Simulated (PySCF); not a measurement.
# C2H8BOP: the cost of one run

Computed with PySCF 2.14.0, with density-fitted response routines of our own, on a single molecule in the gas phase. Atoms count from 0, in the outputs and in this text.

### Step 1. Starting geometry

13 atoms, charge 0, multiplicity 1; geometry from: PBE0-D3(BJ)/def2-SVP.

Bonds of the start (Å): C0–C1 1.34, C1–O2 1.34, O2–B3 1.44, B3–P4 1.98, C0–H5 1.09, C0–H6 1.09, C1–H7 1.10, B3–H8 1.23, B3–H9 1.23, P4–H10 1.42, P4–H11 1.41, P4–H12 1.42.

### Step 2. Shielding tensors: HF/pcSseg-2

Job settings and geometry (Å):

```
{"job": {"kind": "nmr", "xc": "HF", "basis": "pcSseg-2", "pop": false}, "charge": 0, "multiplicity": 1}
C      2.749521     0.522989     0.081191
C      1.644480    -0.229925     0.085101
O      0.438309     0.217875    -0.282600
B     -0.690029    -0.678188    -0.236934
P     -2.215892     0.366446    -0.946687
H      2.716459     1.569724    -0.230043
H      3.701429     0.093589     0.393580
H      1.684875    -1.282979     0.400763
H     -1.119319    -0.988131     0.873299
H     -0.684999    -1.626823    -1.019807
H     -2.634305     1.538566    -0.270423
H     -3.420174    -0.372127    -0.974711
H     -2.164356     0.852044    -2.275931
```

With the program's defaults for keys left out, this is: GIAO HF/pcSseg-2 NMR shielding, non-relativistic, gas phase.

On the command line:

```console
OMP_NUM_THREADS=1 python probes_run.py task.json out
```

One launch serves the whole session: the jobs run in the order shown.

**Question.** How long does this first job take on 1 thread of Arm Neoverse V1, shared host, and how much memory does it need?

About 21 s, with a peak of 1.2 GiB.
